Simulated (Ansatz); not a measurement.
# Pb: the cost of one run

Computed with Ansatz 0.2.0 (DFT PBE, scalar-relativistic, plane waves, PAW, unless a step's input says otherwise).

## 1. Starting point

The structure is hexagonal, space group P6/mmm (No. 191). The conventional cell has a = 5.942 Å, b = 5.942 Å, c = 14.000 Å, α = 90.00°, β = 90.00°, γ = 120.00°. Around Pb (site symmetry -6m2) lie 3 Pb at 3.43 Å.

As a file:

```cif
data_structure
_symmetry_space_group_name_H-M 'P 1'
_symmetry_Int_Tables_number 1
_cell_length_a 5.9415
_cell_length_b 5.9415
_cell_length_c 14.0000
_cell_angle_alpha 90.000
_cell_angle_beta 90.000
_cell_angle_gamma 120.000
_cell_volume 428.01
loop_
_atom_site_label
_atom_site_type_symbol
_atom_site_fract_x
_atom_site_fract_y
_atom_site_fract_z
_atom_site_occupancy
Pb1 Pb 0.33333 0.66667 0.50000 1
Pb2 Pb 0.66667 0.33333 0.50000 1
```

The cell is invented: random sheet by layer group and Wyckoff sites. The dimensions are guesses.

Only a and b are periodic; c spans vacuum, so the box's volume, pressure and space group aren't properties of the sheet.

## 2. A first look at the guess

File input.yaml:

```yaml
crystal:
  lattice:
    - [5.941532, 0.0, 0.0]
    - [-2.970766, 5.145517, 0.0]
    - [0.0, 0.0, 14.0]
  atoms:
    - { symbol: Pb, position: [0.33333333, 0.66666667, 0.5] }
    - { symbol: Pb, position: [0.66666667, 0.33333333, 0.5] }
  periodic: [true, true, false]
basis:
  ecutwfc: 420
kpoints:
  mp_grid: { grid: [3, 3, 1] }
hamiltonian:
  xc: pbe
scf:
  occupations: { method: gaussian, width: 0.1 }
  lower_state_search: "off"
output:
  forces: true
  stress: true
  eigenvalues: true
```

On the command line:

```console
ansatz run input.yaml --threads 1 --pin off --max-ram 2048MiB --backend cpu --events-out ev --progress --plain --runs-dir out
```

Q: Estimate wall time and peak memory on 1 thread of Arm Neoverse N1, shared host.

About 8.1 s, with a peak of 0.58 GiB.
